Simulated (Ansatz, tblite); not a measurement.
# C12H18: one state, many levels

The task here is to estimate one member of a computed series from the others.

Computed with Ansatz 0.2.0, Gaussian basis. Level: as each input shows.

Levels to be run: GFN1-xTB, GFN2-xTB, PBE-D4/def2-TZVP, r2SCAN-D4/def2-TZVP, r2SCAN0-D4/def2-TZVP, BLYP-D4/def2-TZVP, PBE-D4/def2-SVP, PBE0-D4/def2-SVP, HF/STO-3G, MP2/def2-SVP, RPA/def2-SVP.

4 further runs of the same task are left out: 4 that didn't finish. Runs told in other sessions of the task aren't counted.

## The relaxed structure

The geometry is that of the singlet, from an earlier relaxation (r2SCAN-D4/def2-SVP).

SMILES `C=CC12CC3CC(CC(C3)C1)C2`, 30 atoms, charge 0, spin multiplicity 1.

Bond lengths: C1–C2 1.338 Å, C1–H13 1.094 Å, C1–H14 1.094 Å, C2–C3 1.504 Å, C2–H15 1.101 Å, C3–C4 1.550 Å, C3–C11 1.539 Å, C3–C12 1.550 Å, C4–C5 1.536 Å, C4–H16 1.105 Å, C4–H17 1.106 Å, C5–C6 1.536 Å, C5–C10 1.536 Å, C5–H18 1.105 Å, C6–C7 1.536 Å, C6–H19 1.105 Å, C6–H20 1.105 Å, C7–C8 1.536 Å and more. Angles: C2–C1–H13 121.0°, C2–C1–H14 122.3°, H13–C1–H14 116.8°, C1–C2–C3 127.4°, C1–C2–H15 118.6°, C3–C2–H15 114.0°, C2–C3–C4 109.2°, C2–C3–C11 113.4°, C2–C3–C12 109.2°, C4–C3–C11 108.5°, C4–C3–C12 108.0°, C11–C3–C12 108.5°, C3–C4–C5 110.7°, C3–C4–H16 109.1°, C3–C4–H17 109.4°, C5–C4–H16 110.4°, C5–C4–H17 110.2°, H16–C4–H17 106.9° and more.

As a file:

```csv
atom,x (Å),y (Å),z (Å)
C1,3.25399,-0.68155,-1.07179
C2,2.51777,-0.16188,-0.08252
C3,1.01854,-0.05738,-0.01763
C4,0.61809,1.43206,0.13766
C5,-0.90521,1.57222,0.27236
C6,-1.38297,0.80044,1.51194
C7,-1.01483,-0.68396,1.36562
C8,-1.69123,-1.25824,0.11154
C9,-1.21184,-0.48708,-1.12795
C10,-1.58142,0.99710,-0.98139
C11,0.31242,-0.62585,-1.26121
C12,0.50858,-0.82303,1.23002
H13,4.34578,-0.70475,-1.00845
H14,2.80395,-1.10129,-1.97640
H15,3.03340,0.24270,0.80172
H16,0.98148,1.99802,-0.73892
H17,1.12082,1.85707,1.02612
H18,-1.16374,2.64115,0.37757
H19,-2.47616,0.91010,1.62886
H20,-0.91721,1.21911,2.42237
H21,-1.35225,-1.24043,2.25839
H22,-1.44889,-2.33128,0.00768
H23,-2.78967,-1.18258,0.20430
H24,-1.69416,-0.90135,-2.03132
H25,-2.67808,1.10967,-0.90660
H26,-1.25931,1.55819,-1.87714
H27,0.66364,-0.09192,-2.16281
H28,0.58606,-1.68902,-1.38840
H29,0.79228,-1.88731,1.14302
H30,1.01013,-0.42895,2.13332
```

PBE0-D4/def2-TZVP was run before; its log isn't repeated, and its numbers join the tables.

Set-up of the first run:

Tight binding, by tblite at 300 K electronic temperature and without a spin-polarisation term:

```python
tblite.interface.Calculator('GFN1-xTB', numbers, positions, charge=0, uhf=0).singlepoint()
```

Tight binding, by tblite at 300 K electronic temperature and without a spin-polarisation term:

```python
tblite.interface.Calculator('GFN2-xTB', numbers, positions, charge=0, uhf=0).singlepoint()
```

start.molden holds the orbitals of an earlier run on this state, given as this run's starting guess.

in.yaml

```yaml
crystal:
  periodic: [false, false, false]
  atoms:
    - {symbol: C, position_ang: [3.253985, -0.681546, -1.071790]}
    - {symbol: C, position_ang: [2.517772, -0.161881, -0.082515]}
    - {symbol: C, position_ang: [1.018543, -0.057377, -0.017630]}
    - {symbol: C, position_ang: [0.618089, 1.432064, 0.137663]}
    - {symbol: C, position_ang: [-0.905209, 1.572218, 0.272364]}
    - {symbol: C, position_ang: [-1.382967, 0.800442, 1.511944]}
    - {symbol: C, position_ang: [-1.014832, -0.683956, 1.365624]}
    - {symbol: C, position_ang: [-1.691226, -1.258238, 0.111539]}
    - {symbol: C, position_ang: [-1.211839, -0.487085, -1.127952]}
    - {symbol: C, position_ang: [-1.581421, 0.997100, -0.981394]}
    - {symbol: C, position_ang: [0.312423, -0.625853, -1.261206]}
    - {symbol: C, position_ang: [0.508584, -0.823032, 1.230024]}
    - {symbol: H, position_ang: [4.345780, -0.704749, -1.008445]}
    - {symbol: H, position_ang: [2.803949, -1.101287, -1.976397]}
    - {symbol: H, position_ang: [3.033396, 0.242698, 0.801718]}
    - {symbol: H, position_ang: [0.981480, 1.998020, -0.738919]}
    - {symbol: H, position_ang: [1.120817, 1.857066, 1.026122]}
    - {symbol: H, position_ang: [-1.163739, 2.641153, 0.377569]}
    - {symbol: H, position_ang: [-2.476163, 0.910099, 1.628863]}
    - {symbol: H, position_ang: [-0.917210, 1.219106, 2.422373]}
    - {symbol: H, position_ang: [-1.352247, -1.240426, 2.258387]}
    - {symbol: H, position_ang: [-1.448888, -2.331281, 0.007678]}
    - {symbol: H, position_ang: [-2.789674, -1.182577, 0.204302]}
    - {symbol: H, position_ang: [-1.694157, -0.901352, -2.031318]}
    - {symbol: H, position_ang: [-2.678078, 1.109667, -0.906605]}
    - {symbol: H, position_ang: [-1.259310, 1.558190, -1.877136]}
    - {symbol: H, position_ang: [0.663640, -0.091919, -2.162810]}
    - {symbol: H, position_ang: [0.586059, -1.689019, -1.388401]}
    - {symbol: H, position_ang: [0.792278, -1.887310, 1.143021]}
    - {symbol: H, position_ang: [1.010133, -0.428946, 2.133319]}
basis:
  gaussian: {orbitals: def2-TZVP, initial_orbitals: start.molden}
hamiltonian: {xc: pbe, dispersion: d4}
scf: {omitted_lower_state_checks: [starts]}
output: {forces: true, orbitals: {seedname: orbitals}}
```

Started as:

```console
$ ansatz run in.yaml --threads 4 --pin off --events-out ev --progress --plain --max-ram 6963MiB
```

Steps of the session up to this table: PBE-D4/def2-TZVP; r2SCAN-D4/def2-TZVP; r2SCAN0-D4/def2-TZVP; BLYP-D4/def2-TZVP; PBE-D4/def2-SVP; PBE0-D4/def2-SVP; HF/STO-3G; MP2/def2-SVP; RPA/def2-SVP.

One table of the session follows, with a row left open; its other results are not shown here.

It belongs to the step «Binding energy». 

```
               level  binding an atom (eV)
           HF/STO-3G                 4.228
         HF/def2-SVP                     ?
     PBE-D4/def2-SVP                 4.709
    PBE-D4/def2-TZVP                 4.648
   BLYP-D4/def2-TZVP                 4.503
 r2SCAN-D4/def2-TZVP                 4.547
    PBE0-D4/def2-SVP                 4.658
   PBE0-D4/def2-TZVP                 4.593
r2SCAN0-D4/def2-TZVP                 4.507
        MP2/def2-SVP                 4.452
```

Estimate the missing values for HF/def2-SVP.

**Answer.** binding an atom (eV): 3.481. In the column «binding an atom (eV)» it is the lowest.

Caveats from the session: Free atoms were run apart at each level; binding is atoms less cluster, divided by the number of atoms, without zero-point or spin-orbit terms.
